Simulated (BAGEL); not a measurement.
# RI-MP2/def2-SVP (density fitting with qzvpp-jkfit) run of CH2ClNSe (SMILES NC(Cl)=[Se])

Aim: the energy change on altering one bond length of CH2ClNSe at RI-MP2/def2-SVP (density fitting with qzvpp-jkfit), from 2 runs. 

Program for the calculation: BAGEL 1.2.2.

6 further runs of the same task are left out: 6 that didn't finish.

## (1) The molecule

CH2ClNSe has 6 atoms, charge 0, and is taken as a singlet. As SMILES, `NC(Cl)=[Se]`. Geometry: relaxed at PBE0-D4/def2-TZVP. This is one conformer, not always the lowest.

Bond lengths: N1–C2 1.331 Å, C2–Cl3 1.738 Å, C2–Se4 1.777 Å, N1–H5 1.006 Å, N1–H6 1.006 Å. Angles: N1–C2–Cl3 111.3°, N1–C2–Se4 125.7°, Cl3–C2–Se4 123.1°, C2–N1–H5 121.6°, C2–N1–H6 118.3°, H5–N1–H6 120.1°.

## (2) A single-point energy at RI-MP2/def2-SVP (density fitting with qzvpp-jkfit)

input.json

```json
{ "bagel": [

{
  "title": "molecule",
  "basis": "svp",
  "df_basis": "qzvpp-jkfit",
  "angstrom": "true",
  "geometry": [
    { "atom": "N", "xyz": [   -0.536000,    0.516800,    0.164200 ] },
    { "atom": "C", "xyz": [    0.388900,   -0.379500,   -0.171400 ] },
    { "atom": "Cl", "xyz": [    1.079300,   -1.129200,    1.235900 ] },
    { "atom": "Se", "xyz": [    0.883700,   -0.787400,   -1.828700 ] },
    { "atom": "H", "xyz": [   -0.768000,    0.699100,    1.126000 ] },
    { "atom": "H", "xyz": [   -1.005800,    1.016200,   -0.572200 ] }
  ]
},
{
  "title": "hf"
},
{
  "title": "mp2",
  "ncore": 16
}

]}
```

On the command line:

```
BAGEL_NUM_THREADS=1 BAGEL input.json > input.out
```

Standard output:

```text
* using 1 threads per process

  ===============================================================
  ===============================================================

  *** Geometry ***

  { "atom" : "N", "xyz" : [     -1.012893,      0.976610,      0.310293 ] },
  { "atom" : "C", "xyz" : [      0.734914,     -0.717151,     -0.323899 ] },
  { "atom" : "Cl", "xyz" : [      2.039581,     -2.133879,      2.335513 ] },
  { "atom" : "Se", "xyz" : [      1.669951,     -1.487970,     -3.455742 ] },
  { "atom" : "H", "xyz" : [     -1.451310,      1.321108,      2.127832 ] },
  { "atom" : "H", "xyz" : [     -1.900687,      1.920340,     -1.081301 ] },

  Number of auxiliary basis functions:      582

  Since a DF basis is specified, we compute 2- and 3-index integrals:
    o Being stored without compression. Storage requirement is 0.036 GB

  Number of basis functions:       88
  Number of electrons      :       66

    * METHOD: MOLECULE                             0.35

  *** RHF ***

  === Nuclear Repulsion ===
   305.5889539306

      * DIIS with orbital gradients will be used.

  === RHF iteration (svp) ===
      0      -2952.19377154          0.01203816           0.12
      1      -2952.26647589          0.00716297           0.12
      2      -2952.29154844          0.00141638           0.12
      3      -2952.29306135          0.00053014           0.12
      4      -2952.29325681          0.00014118           0.12
      5      -2952.29328211          0.00005233           0.12
      6      -2952.29328637          0.00001946           0.12
      7      -2952.29328694          0.00000457           0.12
      8      -2952.29328697          0.00000187           0.12
      9      -2952.29328697          0.00000087           0.12
     10      -2952.29328697          0.00000046           0.12
     11      -2952.29328697          0.00000023           0.12
     12      -2952.29328697          0.00000009           0.12
     13      -2952.29328697          0.00000004           0.12
     14      -2952.29328697          0.00000002           0.12
     15      -2952.29328697          0.00000001           0.12
    * SCF iteration converged.

    * Permanent dipole moment:
           (    1.023123,    -0.957163,    -1.082198) a.u.

    * METHOD: HF                                   2.14

  *** RHF ***

  === Nuclear Repulsion ===
   305.5889539306

      * DIIS with orbital gradients will be used.

  === RHF iteration (svp) ===
      0      -2952.29328697          0.00000001           0.12
    * SCF iteration converged.

    * Permanent dipole moment:
           (    1.023122,    -0.957163,    -1.082198) a.u.

  === DF-MP2 calculation ===

    * freezing 16 orbitals
    * 3-index integral transformation done
    * assembly done

      MP2 correlation energy:   -0.6684191402      0.06

      MP2 total energy:       -2952.9617061111

    * METHOD: MP2                                  0.30

  ===============================================================
```

It took 3 s on 1 thread of Arm Neoverse V1, shared host; peak memory 0.16 GiB.

## (3) The distorted shape at the same level

job.json

```json
{ "bagel": [

{
  "title": "molecule",
  "basis": "svp",
  "df_basis": "qzvpp-jkfit",
  "angstrom": true,
  "geometry": [
    { "atom": "N", "xyz": [   -0.684427,    0.639160,    0.661348 ] },
    { "atom": "C", "xyz": [    0.240473,   -0.257140,    0.325748 ] },
    { "atom": "Cl", "xyz": [    0.930873,   -1.006840,    1.733048 ] },
    { "atom": "Se", "xyz": [    0.883700,   -0.787400,   -1.828700 ] },
    { "atom": "H", "xyz": [   -0.916427,    0.821460,    1.623148 ] },
    { "atom": "H", "xyz": [   -1.154227,    1.138560,   -0.075052 ] }
  ]
},
{
  "title": "hf"
},
{
  "title": "mp2",
  "ncore": 16
}

]}
```

On the command line:

```
BAGEL_NUM_THREADS=1 BAGEL job.json > job.out
```

Standard output:

```text
* using 1 threads per process

  ===============================================================
  ===============================================================

  *** Geometry ***

  { "atom" : "N", "xyz" : [     -1.293380,      1.207837,      1.249767 ] },
  { "atom" : "C", "xyz" : [      0.454428,     -0.485924,      0.615575 ] },
  { "atom" : "Cl", "xyz" : [      1.759095,     -1.902652,      3.274986 ] },
  { "atom" : "Se", "xyz" : [      1.669951,     -1.487970,     -3.455742 ] },
  { "atom" : "H", "xyz" : [     -1.731796,      1.552334,      3.067305 ] },
  { "atom" : "H", "xyz" : [     -2.181173,      2.151567,     -0.141828 ] },

  Number of auxiliary basis functions:      582

  Since a DF basis is specified, we compute 2- and 3-index integrals:
    o Being stored without compression. Storage requirement is 0.036 GB

  Number of basis functions:       88
  Number of electrons      :       66

    * METHOD: MOLECULE                             0.34

  *** RHF ***

  === Nuclear Repulsion ===
   270.0119646497

      * DIIS with orbital gradients will be used.

  === RHF iteration (svp) ===
      0      -2952.08871430          0.01334781           0.12
      1      -2952.17081357          0.01007787           0.12
      2      -2952.23000381          0.00181252           0.12
      3      -2952.23388448          0.00072752           0.12
      4      -2952.23472004          0.00029322           0.12
      5      -2952.23496661          0.00012861           0.12
      6      -2952.23503331          0.00004072           0.12
      7      -2952.23503851          0.00001305           0.12
      8      -2952.23503899          0.00000630           0.12
      9      -2952.23503913          0.00000271           0.12
     10      -2952.23503915          0.00000150           0.12
     11      -2952.23503915          0.00000084           0.12
     12      -2952.23503916          0.00000054           0.12
     13      -2952.23503916          0.00000026           0.12
     14      -2952.23503916          0.00000010           0.12
     15      -2952.23503916          0.00000005           0.12
     16      -2952.23503916          0.00000002           0.12
     17      -2952.23503916          0.00000001           0.12
    * SCF iteration converged.

    * Permanent dipole moment:
           (    1.270225,    -1.171358,    -1.693109) a.u.

    * METHOD: HF                                   2.38

  *** RHF ***

  === Nuclear Repulsion ===
   270.0119646497

      * DIIS with orbital gradients will be used.

  === RHF iteration (svp) ===
      0      -2952.23503916          0.00000000           0.12
    * SCF iteration converged.

    * Permanent dipole moment:
           (    1.270226,    -1.171358,    -1.693110) a.u.

  === DF-MP2 calculation ===

    * freezing 16 orbitals
    * 3-index integral transformation done
    * assembly done

      MP2 correlation energy:   -0.6504524491      0.06

      MP2 total energy:       -2952.8854916083

    * METHOD: MP2                                  0.30

  ===============================================================
```

Run time: 3.3 s. Hardware: 1 thread of Arm Neoverse V1, shared host; peak memory 0.16 GiB.

## (4) Results

Level: RI-MP2/def2-SVP (density fitting with qzvpp-jkfit), 16 core orbitals frozen.

| quantity | value |
| --- | --- |
| first shape: total energy | -2952.96171 Eh |
| first shape: correlation energy (16 core orbitals frozen) | -668.4 mEh |
| distorted shape: total energy | -2952.88549 Eh |
| distorted shape: correlation energy (16 core orbitals frozen) | -650.5 mEh |
| energy change with the C2–Se4 bond stretched from 1.777 to 2.310 Å | 2.074 eV |

**Reading.** With the C2–Se4 bond stretched from 1.777 to 2.310 Å the energy rises by 2.07 eV (200 kJ/mol). The first shape isn't relaxed at this level, so the change isn't measured from a minimum.
